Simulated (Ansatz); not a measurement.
# Mo in Ansatz: notebook, part 2 of 2

Ansatz 0.2.0. Earlier steps stand in the parts before.

## (3) Relaxation of the atoms, PBE (the (1 1 0) slab of Mo, cut from the database cell, not relaxed)

input.yaml

```yaml
crystal:
  lattice:
    - [2.7210518187, 0.0, 0.0]
    - [-0.9070172729, 2.5654322573, 0.0]
    - [0.0, 0.0, 23.886918026]
  atoms:
    - { symbol: Mo, position: [0.5, 0.5, 0.3139793921] }
    - { symbol: Mo, position: [0.0, 0.0, 0.406989696] }
    - { symbol: Mo, position: [0.5, 0.5, 0.5] }
    - { symbol: Mo, position: [0.0, 0.0, 0.593010304] }
    - { symbol: Mo, position: [0.5, 0.5, 0.6860206079] }
hamiltonian:
  xc: pbe
  pseudopotentials: { kind: nc, accuracy: stringent }
kpoints:
  mp_grid: { grid: [10, 10, 1] }
scf:
  occupations: { method: fermi_dirac, width: 0.05 }
output:
  forces: true
  eigenvalues: true
relax:
  f_tol: 0.02
  max_steps: 40
  constraints: [{ sites: [0, 1] }]
efield:
  axis: 3
  dipole_correction: true
  ramp_width: 0.04
```

Potentials or basis: PseudoDojo stringent (PBE files).

On the command line:

```
$ ansatz run input.yaml --threads 4 --pin off --max-ram 11264MiB --backend cpu --events-out ev --progress --plain --runs-dir out
```

What it wrote:

```text
Warning: The stringent table, which hamiltonian.pseudopotentials names, holds the potential of the library's standard table for Mo (one content_sha256, or a second file that the publisher made of the same generator input, which states another). The run takes no other species from the library, so that hamiltonian.pseudopotentials.accuracy: standard would change no potential of it. The deck needs no change, but a comparison with a run at hamiltonian.pseudopotentials.accuracy: standard does not test the potential of Mo. With hamiltonian.pseudopotentials.accuracy and source left out a run reads another potential of Mo, from this project's own files. To test it, run on another potential, such as that of hamiltonian.pseudopotentials: {kind: paw}
Warning: RAYON_NUM_THREADS=4 ignored (pool sized by the plan → 4); use --threads N
Engine: ansatz 0.2.0, aarch64-unknown-linux-gnu
Pseudopotentials: kind: nc
Pseudopotential: Mo, nc, valence charge 14, recommended cutoff 1088.45545 eV (normal), Mo.nc.azcp (PseudoDojo's, or run here from an input of PseudoDojo's; its table is named by hamiltonian.pseudopotentials.accuracy)
Functional definition: PBE
  parameter kappa = 0.804
  parameter beta = 0.06672455060314922
  exchange = pbe_x(kappa = kappa, mu = beta*pi^2/3)
  correlation = pbe_c(beta = beta)
Crystal: 5 atoms, lattice volume = 166.747 Å³
Basis set: ecut = 1088.45545 eV, 13587 PW (Γ), exchange–correlation on 60×60×540 points (8 copies of the dense FFT grid, shifted against one another)
Bands: 42, of which v1, the nominal top of the filled ones, is band 35 counted from 1 (34 counted from 0)
Symmetry: 4 space group operations
k-points: 31 of 100
Non-local potential: Mo, projectors of the file, l = 0: 2, l = 1: 2, l = 2: 2
Initial density: superposition of atomic densities (neutral atoms: chi_scale 0, normalization atom)
Initial wavefunctions: pseudopotential atomic-orbital guess
Functional: x = pbe(κ = 0.804, μ = 0.2195149727645171), c = pbe(β = 0.06672455060314922)
[... 78 lines left out ...]
  E_vxc        = -1451.887358  (∫ρ·V_xc dr)
  E_efield     = 0.000008  (sawtooth field / dipole correction)
  E_vefield    = -0.006412  (∫n·V_field dr)
  E_ewald      = 29065.046609
  E_smearing   = -0.039704  (= −TS)
  E_closure    = 0.000000  (closes the sum)
  Σ components = -9559.411342   (vs F -9559.411342, Δ=0.00e0)
--- Forces (eV/Å), atoms counted from 1 ---
  atom   1  Mo     0.00000000     0.00000000     0.46137097
  atom   2  Mo     0.00000000     0.00000000    -0.45242953
  atom   3  Mo     0.00000000    -0.00000000     0.00574794
  atom   4  Mo     0.00000000     0.00000000    -0.00693473
  atom   5  Mo     0.00000000     0.00000000    -0.00776997
  max |Σ_I F_I| component: 1.53e-5 eV/Å
--- Band table (eV; the first three rows and the last of 31) ---
  k-point 0: bands = ["-53.6761", "-53.6160", "-53.5060", "-53.3244", "-53.3045", "-28.2379", "-27.9878", "-27.5715", "-27.3515", "-27.2544", "-27.1989", "-27.0748", "-27.0082", "-26.9961", "-26.9913", "-26.9691", "-26.8408", "-26.8203", "-26.6962", "-26.6903", "0.7283", "1.6294", "2.3909", "2.6556", "2.7684", "4.3312", "4.6897", "5.3044", "5.8766", "6.0304", "6.1296", "6.2167", "6.3398", "6.6415", "6.7625", "7.4875", "8.0448", "8.7523", "8.8920", "8.9686", "8.9990", "9.0809", "9.3094", "9.3546", "9.4119", "9.4344", "9.6499", "9.9019", "9.9884"]
  k-point 1: bands = ["-53.6585", "-53.6012", "-53.4957", "-53.3133", "-53.2942", "-28.2024", "-27.9763", "-27.6132", "-27.3972", "-27.2843", "-27.2528", "-27.0782", "-27.0483", "-27.0442", "-27.0333", "-27.0071", "-26.8932", "-26.8671", "-26.7390", "-26.7325", "1.0450", "1.9271", "2.6932", "2.9613", "3.0809", "4.4174", "4.7527", "5.3507", "5.7141", "5.8797", "6.0192", "6.0890", "6.3068", "6.5123", "6.9529", "7.4326", "7.9119", "8.0111", "8.6294", "8.7018", "9.0063", "9.0101", "9.2500", "9.3221", "9.5418", "9.5787", "9.8385", "10.0612", "10.3100"]
  k-point 2: bands = ["-53.6109", "-53.5621", "-53.4697", "-53.2842", "-53.2671", "-28.1082", "-27.9695", "-27.7584", "-27.5795", "-27.4635", "-27.3105", "-27.2213", "-27.2036", "-27.1111", "-27.0772", "-27.0672", "-27.0008", "-26.9852", "-26.7752", "-26.7646", "1.8503", "2.5739", "3.3291", "3.5486", "3.7154", "4.6224", "4.8507", "5.1799", "5.4503", "5.5794", "5.7935", "5.8577", "6.0838", "6.5432", "6.7169", "7.4920", "7.7407", "8.5502", "8.6177", "8.6977", "8.7814", "9.0142", "9.2693", "9.4291", "9.5430", "9.8603", "10.1341", "10.2476", "10.5549"]
  k-point 30: bands = ["-53.4142", "-53.3730", "-53.2917", "-53.1038", "-53.0873", "-28.3470", "-28.2438", "-28.0758", "-27.8743", "-27.8514", "-27.8322", "-27.8252", "-27.7618", "-27.6490", "-27.5570", "-27.3510", "-27.3188", "-27.2940", "-27.0969", "-26.9817", "2.3594", "2.4555", "2.5672", "2.8262", "3.2649", "3.3174", "3.5386", "4.6093", "4.6414", "5.5435", "6.4028", "7.2057", "8.1724", "8.2958", "8.4231", "8.9931", "9.1923", "9.4528", "10.1926", "10.8111", "10.8887", "11.6937", "11.8567", "12.1350", "12.4117", "12.4520", "12.4796", "14.5271", "15.9444"]
--- Relaxed structure (5 steps of the walk, 4 accepted, 0 SCFs on fresh bases) ---
  F+E_penalty+E_count = -9559.41134212 eV   max|allowed force component| = 7.770e-3 eV/Å
  atoms:
    - { symbol: Mo, position: [0.5, 0.4999999999999999, 0.3139793920999999] }
    - { symbol: Mo, position: [0.0, 0.0, 0.4069896959999999] }
    - { symbol: Mo, position: [0.5, 0.4999999999999999, 0.5014153529324265] }
    - { symbol: Mo, position: [5.007807433922977e-35, 1.5015269217636173e-34, 0.5960895279861035] }
    - { symbol: Mo, position: [0.5, 0.4999999999999999, 0.686127894698515] }
```

Wall time 96 s (4 threads of Arm Neoverse V2, shared host); peak memory 1.3 GiB.

What came out:

```yaml
Free_energy: -9559.4113 eV
Energy_gained_by_relaxing: 4.7 meV/atom
Ionic_steps: 4
Largest_force_after_relaxing: 0.461 eV/Å
Band_gap_on_the_k_mesh: none (metal or under the smearing width)
Work_function_of_the_upper_face: 4.54 eV
Work_function_of_the_lower_face: 4.64 eV
Dipole_across_the_slab: 0.004 e·Å
```

Forces in eV/Å, atoms in the order of the input:
```
Mo   0.000  0.000  0.461
Mo   0.000  0.000 -0.452
Mo   0.000  0.000  0.006
Mo   0.000  0.000 -0.007
Mo   0.000  0.000 -0.008
```

Step by step:
```csv
step,energy change (eV),largest force (eV/Å)
1,0.0000,0.6470
2,-0.0222,0.4864
3,-0.0234,0.4613
4,-0.0234,0.4614
```

Final structure:
```
Mo
1.0
     2.72105    0.00000    0.00000
    -0.90702    2.56543    0.00000
     0.00000    0.00000   23.88692
Mo
5
Direct
  0.50000 0.50000 0.31398
  0.00000 0.00000 0.40699
  0.50000 0.50000 0.50142
  0.00000 0.00000 0.59609
  0.50000 0.50000 0.68613
```

Levels at points of the mesh, in eV from the Fermi level:
```tsv
k point	band 31	band 32	band 33	band 34	band 35	band 36	band 37	band 38	band 39	band 40
(0.00, 0.00, 0.00)	-1.56	-1.48	-1.35	-1.05	-0.93	-0.21	0.35	1.06	1.20	1.28
(0.00, -0.50, 0.00)	-1.35	-0.76	-0.16	0.81	1.40	1.43	1.43	1.66	1.73	1.90
(-0.50, -0.50, 0.00)	-1.29	-0.49	0.48	0.60	0.73	1.30	1.50	1.76	2.50	3.12
```

## (4) Relaxation of the atoms, PBE (the (1 1 0) slab of Mo, cut from the database cell, not relaxed)

Changes to input.yaml since step 3:

```diff
@@ -13,3 +13,3 @@
   xc: pbe
-  pseudopotentials: { kind: nc, accuracy: stringent }
+  pseudopotentials: { kind: paw, source: ansatz }
 kpoints:
@@ -21,2 +21,6 @@
   eigenvalues: true
+  write_density: true
+  write_potential: true
+  elf: true
+  volumetric_format: npy
 relax:
```

Potentials or basis: Ansatz PAW earlier set.

On the command line:

```
$ ansatz run input.yaml --threads 4 --pin off --max-ram 11264MiB --backend cpu --events-out ev --progress --plain --runs-dir out
```

Wall time 37 s (4 threads of Arm Neoverse V2, shared host); peak memory 0.66 GiB.

The run converged. Its results:

- Free energy: -24781.8214 eV
- Energy gained by relaxing: 4.7 meV/atom
- Ionic steps: 4
- Largest force after relaxing: 0.474 eV/Å
- Band gap on the k mesh: none (metal or under the smearing width)
- Work function of the upper face: 4.53 eV
- Work function of the lower face: 4.64 eV
- Dipole across the slab: 0.004 e·Å

Forces in eV/Å, atoms in the order of the input:
```
Mo   0.000  0.000  0.474
Mo   0.000  0.000 -0.464
Mo   0.000  0.000  0.006
Mo   0.000  0.000 -0.008
Mo   0.000  0.000 -0.008
```

Step by step:
```
step  energy change (eV)  largest force (eV/Å)
   1              0.0000                0.6482
   2             -0.0224                0.5005
   3             -0.0237                0.4744
   4             -0.0237                0.4744
```

Final structure:
```
CELL_PARAMETERS angstrom
2.72105 0.00000 0.00000
-0.90702 2.56543 0.00000
0.00000 0.00000 23.88692
ATOMIC_POSITIONS crystal
Mo 0.50000 0.50000 0.31398
Mo 0.00000 0.00000 0.40699
Mo 0.50000 0.50000 0.50136
Mo 0.00000 0.00000 0.59600
Mo 0.50000 0.50000 0.68594
```

Levels at points of the mesh, in eV from the Fermi level:
```tsv
k point	band 31	band 32	band 33	band 34	band 35	band 36	band 37	band 38	band 39	band 40
(0.00, 0.00, 0.00)	-1.56	-1.48	-1.35	-1.06	-0.93	-0.21	0.35	1.06	1.20	1.28
(0.00, -0.50, 0.00)	-1.35	-0.75	-0.16	0.82	1.40	1.43	1.43	1.66	1.73	1.91
(-0.50, -0.50, 0.00)	-1.29	-0.49	0.48	0.60	0.74	1.31	1.50	1.76	2.50	3.12
```

## (5) Relaxation of the atoms, PBE (the (1 1 0) slab of Mo, cut from the database cell, not relaxed)

Changes to input.yaml since step 4:

```diff
@@ -13,3 +13,3 @@
   xc: pbe
-  pseudopotentials: { kind: paw, source: ansatz }
+  pseudopotentials: { kind: nc }
 kpoints:
@@ -21,6 +21,2 @@
   eigenvalues: true
-  write_density: true
-  write_potential: true
-  elf: true
-  volumetric_format: npy
 relax:
```

Potentials or basis: Ansatz NC.

On the command line:

```
$ ansatz run input.yaml --threads 4 --pin off --max-ram 11264MiB --backend cpu --events-out ev --progress --plain --runs-dir out
```

It took 1.7 min on 4 threads of Arm Neoverse V2, shared host; peak memory 1.3 GiB.

Results (log left out):

```
Free energy                     : -9556.7590 eV
Energy gained by relaxing       : 4.7 meV/atom
Ionic steps                     : 4
Largest force after relaxing    : 0.470 eV/Å
Band gap on the k mesh          : none (metal or under the smearing width)
Work function of the upper face : 4.53 eV
Work function of the lower face : 4.64 eV
Dipole across the slab          : 0.004 e·Å
```

Forces in eV/Å, atoms in the order of the input:
```
Mo   0.000  0.000  0.470
Mo   0.000  0.000 -0.470
Mo   0.000  0.000 -0.001
Mo   0.000  0.000  0.000
Mo   0.000  0.000  0.001
```

Step by step:
| step | energy change (eV) | largest force (eV/Å) |
| --- | --- | --- |
| 1 | 0.0000 | 0.6465 |
| 2 | -0.0222 | 0.4978 |
| 3 | -0.0235 | 0.4725 |
| 4 | -0.0236 | 0.4701 |

Final structure:
```xyz
5
Lattice="2.7211 0.0000 0.0000 -0.9070 2.5654 0.0000 0.0000 0.0000 23.8869" Properties=species:S:1:pos:R:3 pbc="T T T"
Mo    0.9070    1.2827    7.5000
Mo    0.0000    0.0000    9.7217
Mo    0.9070    1.2827   11.9749
Mo    0.0000    0.0000   14.2332
Mo    0.9070    1.2827   16.3811
```

Levels at points of the mesh, in eV from the Fermi level:
```csv
k point,band 33,band 34,band 35,band 36,band 37,band 38
"(0.00, 0.00, 0.00)",-1.35,-1.06,-0.93,-0.21,0.36,1.06
"(0.00, -0.50, 0.00)",-0.16,0.82,1.40,1.43,1.43,1.66
"(-0.50, -0.50, 0.00)",0.48,0.60,0.74,1.31,1.50,1.76
```

## (6) Summary

```tsv
potentials or basis	cutoff (eV)	gap on the mesh (eV)	largest force (eV/Å)	work function (eV)
PseudoDojo standard (PBE files)	1088	none	0.46	4.54
PseudoDojo stringent (PBE files)	1088	none	0.46	4.54
Ansatz PAW earlier set	500	none	0.47	4.53
Ansatz NC	1088	none	0.47	4.53
```

Alike in all rows: task relaxation of the atoms; level PBE; no spin polarisation; cell atoms relaxed from: the (1 1 0) slab of Mo, cut from the database cell, not relaxed; k mesh 10 × 10 × 1; smearing fermi-dirac 0.05 eV.

Absolute energies hang on the potentials; compare differences alone.
